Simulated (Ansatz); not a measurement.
# HOs12: the cost of one run

Method: DFT PBE, plane waves, PAW, scalar-relativistic, no spin polarisation, in Ansatz 0.2.0.

### Step 1. Starting point

The cell holds 13 atoms (HOs12): a = 5.480 Å, b = 8.220 Å, c = 4.326 Å, α = 90.00°, β = 90.00°, γ = 120.00°.

Coordinates:

```
Os H
1.0
     5.48000    0.00000    0.00000
    -4.11000    7.11873    0.00000
     0.00000    0.00000    4.32646
Os H
12 1
Direct
  0.00000 0.00000 0.00000
  0.16667 0.22222 0.50000
  0.00000 0.33333 0.00000
  0.16667 0.55556 0.50000
  0.00000 0.66667 0.00000
  0.16667 0.88889 0.50000
  0.50000 0.00000 0.00000
  0.66667 0.22222 0.50000
  0.50000 0.33333 0.00000
  0.66667 0.55556 0.50000
  0.50000 0.66667 0.00000
  0.66667 0.88889 0.50000
  0.83604 0.44419 0.74524
```

### Step 2. Preparing the start

input.yaml

```yaml
accuracy: low
crystal:
  lattice:
    - [5.48, 0.0, 0.0]
    - [-4.11, 7.118729, 0.0]
    - [0.0, 0.0, 4.32646]
  atoms:
    - { symbol: Os, position: [0.0, 0.0, 0.0] }
    - { symbol: Os, position: [0.1666667, 0.2222222, 0.5] }
    - { symbol: Os, position: [0.0, 0.3333333, 0.0] }
    - { symbol: Os, position: [0.1666667, 0.5555556, 0.5] }
    - { symbol: Os, position: [0.0, 0.6666667, 0.0] }
    - { symbol: Os, position: [0.1666667, 0.8888889, 0.5] }
    - { symbol: Os, position: [0.5, 0.0, 0.0] }
    - { symbol: Os, position: [0.6666667, 0.2222222, 0.5] }
    - { symbol: Os, position: [0.5, 0.3333333, 0.0] }
    - { symbol: Os, position: [0.6666667, 0.5555556, 0.5] }
    - { symbol: Os, position: [0.5, 0.6666667, 0.0] }
    - { symbol: Os, position: [0.6666667, 0.8888889, 0.5] }
    - { symbol: H, position: [0.8360431, 0.4441932, 0.7452405] }
basis:
  ecutwfc: 420.0
kpoints:
  mp_grid: { grid: [4, 3, 4] }
hamiltonian:
  xc: pbe
scf:
  occupations: { method: fermi_dirac, width: 0.15 }
  lower_state_search: "off"
relax:
  f_tol: 0.08
  max_steps: 25
  adjacent_minimum: "off"
```

On the command line:

```console
$ ansatz run input.yaml --threads 4 --pin off --max-ram 10240MiB --backend cpu --events-out ev --progress --plain --runs-dir out
```

Q: Estimate wall time and peak memory on 4 threads of Intel Xeon Platinum 8488C (Sapphire Rapids), shared host.

About 17 s, with a peak of 0.97 GiB.
